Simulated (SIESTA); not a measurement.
Ta4NiO11:

```
CELL_PARAMETERS angstrom
4.77089 0.00000 0.00513
0.00000 5.82454 0.00000
-1.98628 0.00000 7.25051
ATOMIC_POSITIONS crystal
Ta 0.61339 0.50000 0.76042
Ta 0.38661 0.50000 0.23958
Ta 0.16615 0.00000 0.79875
Ta 0.83385 0.00000 0.20125
Ni 0.50000 0.00000 0.50000
O 0.33278 0.79913 0.65053
O 0.66722 0.79913 0.34947
O 0.90047 0.25786 0.80718
O 0.09953 0.25786 0.19282
O 0.66722 0.20087 0.34947
O 0.33278 0.20087 0.65053
O 0.09953 0.74214 0.19282
O 0.90047 0.74214 0.80718
O 0.50000 0.50000 0.00000
O 0.50000 0.00000 0.00000
O 0.50000 0.50000 0.50000
```

The cell was built by a generator and needn't be a form met in nature.

| Item | Value |
| --- | --- |
| Program | SIESTA 5.4.2 |
| Task | single point |
| Functional | PBE |
| Potentials or basis | PseudoDojo 0.4 standard (PBE files) |
| Basis | DZP (energy shift 0.003 Ry; two zetas on semicore shells) |
| Grid cutoff | 800 Ry |
| Energy shift | 0.003 Ry |
| k mesh | 6 × 5 × 4 |
| Occupations | fermi-dirac, width 0.05 eV |
| Spin | collinear spin, ferromagnetic start |
| Starting moments | [0.0, 0.0, 0.0, 0.0, 1.0, 0.0, 0.0, 0.0, 0.0, 0.0, 0.0, 0.0, 0.0, 0.0, 0.0, 0.0] μB |

On this cell: pressure 3.4 GPa; largest force 0.401 eV/Å; net moment 0.00 μB per cell; band gap on the k mesh 0.60 eV, indirect (least direct gap 0.66 eV).

The same run follows on a disturbed copy (atoms moved at random, drawn with an rms of 0.05 Å):

```
Ta Ni O
1.0
     4.77089    0.00000    0.00513
     0.00000    5.82454    0.00000
    -1.98628    0.00000    7.25051
Ta Ni O
4 1 11
Direct
  0.60484 0.50611 0.76174
  0.38549 0.49644 0.23898
  0.16012 0.99858 0.80161
  0.83305 0.99605 0.20371
  0.49951 0.00351 0.49829
  0.33986 0.79703 0.65060
  0.66838 0.80375 0.34384
  0.89788 0.25256 0.80469
  0.09725 0.26172 0.19517
  0.67596 0.20312 0.35735
  0.33479 0.20250 0.65214
  0.10997 0.74507 0.19596
  0.89262 0.74840 0.80366
  0.49855 0.49527 0.99603
  0.49998 0.00550 0.00153
  0.49880 0.50087 0.50897
```

**Question.** What changes?

**Answer.** The energy moves by +18.8 meV/atom; pressure 3.8 GPa; largest force 3.053 eV/Å; net moment 0.00 μB per cell; band gap on the k mesh 0.56 eV, indirect (least direct gap 0.63 eV).

Forces in eV/Å, atoms in the order of the input:
```
Ta   0.685 -0.792  0.344
Ta   0.168 -0.240  0.649
Ta   0.653  0.659 -0.444
Ta   0.767  1.065 -0.989
Ni  -0.201 -0.205  0.523
O   -0.857  0.761  0.189
O   -1.021 -1.447  1.302
O   -0.060  0.356  0.297
O    0.218  0.140 -0.075
O    0.065  0.466 -0.199
O   -0.371 -0.486 -0.106
O   -0.018 -0.049 -0.243
O    0.288 -0.278  0.423
O   -0.770  0.194  1.214
O   -0.017 -0.150  0.135
O    0.469  0.004 -3.017
```

Stress tensor (GPa, compression positive):
```
 3.84  1.68 -1.07
 1.68  4.00 -0.13
-1.07 -0.13  3.56
```

Caveats: short orbitals over semicore shells can move pressures by several GPa; spin-orbit coupling is left out, which moves the levels of the heavy elements; an odd mesh through Γ misses points on the zone boundary, where band edges often lie; the basis of atomic orbitals isn't converged, which shifts pressures, moduli and gaps.
